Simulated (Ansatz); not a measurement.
**C4H12BN: basis-set convergence**

An exercise on one series of results from a longer session: the logs are not shown, and one member is left open.

Method: one geometry, several basis sets; program: Ansatz 0.2.0, Gaussian basis.

Plan: PBE0-D4/def2-SVP; ωB97M-V/def2-SVP; PBE0-D4/def2-QZVPP; ωB97M-V/def2-QZVPP; the functionals' def2-TZVPP values are taken from earlier runs.

1 further run of the same task is left out (it didn't finish). Runs told in other sessions of the task aren't counted.

**Structure used throughout**

The geometry comes from an earlier relaxation with PBE0-D4 in a triple-zeta def2 set; it is a stationary point, not always the lowest conformer.

SMILES `BNC(C)(C)C`, 18 atoms, charge 0, spin multiplicity 1.

Atoms are counted from 1 here; the program's logs count them from 0.

Bond lengths: B1–N2 1.384 Å, B1–H7 1.195 Å, B1–H8 1.198 Å, N2–C3 1.463 Å, N2–H9 1.011 Å, C3–C4 1.518 Å, C3–C5 1.528 Å, C3–C6 1.527 Å, C4–H10 1.091 Å, C4–H11 1.092 Å, C4–H12 1.091 Å, C5–H13 1.092 Å, C5–H14 1.092 Å, C5–H15 1.094 Å, C6–H16 1.094 Å, C6–H17 1.092 Å, C6–H18 1.092 Å. Angles: N2–B1–H7 121.3°, N2–B1–H8 117.5°, H7–B1–H8 121.2°, B1–N2–C3 131.6°, B1–N2–H9 117.2°, C3–N2–H9 111.2°, N2–C3–C4 110.9°, N2–C3–C5 108.4°, N2–C3–C6 108.3°, C4–C3–C5 109.8°, C4–C3–C6 109.8°, C5–C3–C6 109.6°, C3–C4–H10 111.4°, C3–C4–H11 109.3°, C3–C4–H12 111.4°, H10–C4–H11 108.4°, H10–C4–H12 108.0°, H11–C4–H12 108.3° and more.

The first run:

Input file in.yaml:

```yaml
crystal:
  periodic: [false, false, false]
  atoms:
    - {symbol: B, position_ang: [1.424921, -1.382227, 1.219094]}
    - {symbol: N, position_ang: [0.524286, -0.340860, 1.079829]}
    - {symbol: C, position_ang: [-0.178024, 0.186143, -0.090778]}
    - {symbol: C, position_ang: [0.183756, -0.599137, -1.339043]}
    - {symbol: C, position_ang: [0.215984, 1.651119, -0.269616]}
    - {symbol: C, position_ang: [-1.680639, 0.086250, 0.164909]}
    - {symbol: H, position_ang: [1.763477, -2.039681, 0.280720]}
    - {symbol: H, position_ang: [1.853580, -1.599371, 2.316767]}
    - {symbol: H, position_ang: [0.281505, 0.175119, 1.914072]}
    - {symbol: H, position_ang: [-0.086889, -1.651706, -1.238962]}
    - {symbol: H, position_ang: [-0.355154, -0.185314, -2.193766]}
    - {symbol: H, position_ang: [1.253510, -0.543689, -1.547895]}
    - {symbol: H, position_ang: [1.288691, 1.738786, -0.453801]}
    - {symbol: H, position_ang: [-0.319517, 2.097644, -1.110686]}
    - {symbol: H, position_ang: [-0.024309, 2.231031, 0.626304]}
    - {symbol: H, position_ang: [-1.959080, 0.635568, 1.069067]}
    - {symbol: H, position_ang: [-1.977983, -0.956304, 0.295280]}
    - {symbol: H, position_ang: [-2.245613, 0.507830, -0.669695]}
basis:
  gaussian: {orbitals: def2-SVP}
hamiltonian: {xc: pbe0, dispersion: d4}
output: {orbitals: {seedname: orbitals}}
```

Started as:

```bash
$ ansatz run in.yaml --threads 4 --pin off --events-out ev --progress --plain --max-ram 11315MiB
```

Among the steps run: PBE0-D4 in def2-SVP; ωB97M-V in def2-SVP; PBE0-D4 in def2-QZVPP; ωB97M-V in def2-QZVPP.

One of the session's tables, all rows but one given; the rest of the session is left out.

It belongs to the step «Functionals by basis». 

```
functional       basis  HOMO (eV)  LUMO (eV)
   PBE0-D4    def2-SVP          ?          ?
   PBE0-D4  def2-TZVPP      -7.78       0.31
   PBE0-D4  def2-QZVPP      -7.79       0.22
   ωB97M-V    def2-SVP     -10.07       2.63
   ωB97M-V  def2-TZVPP     -10.13       2.07
   ωB97M-V  def2-QZVPP     -10.13       1.53
```

Estimate the missing values for PBE0-D4, def2-SVP.

**Answer.** HOMO (eV): -7.74; LUMO (eV): 0.61. In the column «HOMO (eV)» it is the highest.
